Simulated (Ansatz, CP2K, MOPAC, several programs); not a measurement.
Energy against volume for LiCl (started from an entry of an open crystallographic database), at fixed shape and fractional coordinates, computed by several methods (PBE and r2SCAN, where shown, with plane waves in Ansatz); the cell shown is that of r2SCAN. The symmetry is Fm-3m (No. 225, cubic); a = 5.112 Å in the conventional setting, 16.70 Å³ an atom. Li has 6 Cl at 2.56 Å; Cl has 6 Li at 2.56 Å. Spin-unpolarised throughout; all numbers are computed. Energies count from each curve's lowest point; fits are third-order Birch-Murnaghan.

```cif
data_structure
_symmetry_space_group_name_H-M 'Fm-3m'
_symmetry_Int_Tables_number 225
_cell_length_a 5.1121
_cell_length_b 5.1121
_cell_length_c 5.1121
_cell_angle_alpha 90.000
_cell_angle_beta 90.000
_cell_angle_gamma 90.000
_cell_volume 133.59
loop_
_atom_site_label
_atom_site_type_symbol
_atom_site_symmetry_multiplicity
_atom_site_Wyckoff_symbol
_atom_site_fract_x
_atom_site_fract_y
_atom_site_fract_z
_atom_site_occupancy
Li1 Li 4 a 0.00000 0.00000 0.00000 1
Cl1 Cl 4 b 0.50000 0.00000 0.00000 1
```

PBE/SZV (CP2K), on the shape of the cell shown:
```tsv
V (Å³/atom)	E (meV/atom)
14.695	141.14
15.697	71.83
16.699	29.48
17.701	7.21
18.703	0.00
```
The lowest point is an end point, so the minimum isn't bracketed.

PBE, on the shape of its own relaxed cell:
```
V (Å³/atom)  E (meV/atom)
     16.052          6.82
     16.564          1.62
     17.077          0.00
     17.589          1.44
     18.101          5.49
```
V₀ = 17.08 Å³ an atom and B₀ = 32 GPa.

Q: r2SCAN, on the shape of its own relaxed cell, gives
```
V (Å³/atom)  E (meV/atom)
     15.697          7.36
     16.198          1.75
     16.699          0.00
     17.200          1.52
     17.701          5.83
```
What equilibrium volume and bulk modulus follow?

A: V₀ = 16.70 Å³ an atom and B₀ = 35 GPa.

PBE/DZVP (CP2K), on the shape of the cell shown:
```csv
V (Å³/atom),E (meV/atom)
14.695,44.64
15.697,12.99
16.699,0.00
17.701,0.60
18.703,11.12
```
V₀ = 17.14 Å³ an atom and B₀ = 32 GPa.

PM7 (MOPAC), on the shape of the cell shown, as a cluster of 64 atoms at the zone centre:
```
V (Å³/atom)  E (meV/atom)
     14.695          0.00
     15.697         11.07
     16.699         40.10
     17.701         80.09
     18.703        107.65
```
The lowest point is an end point, so the minimum isn't bracketed.
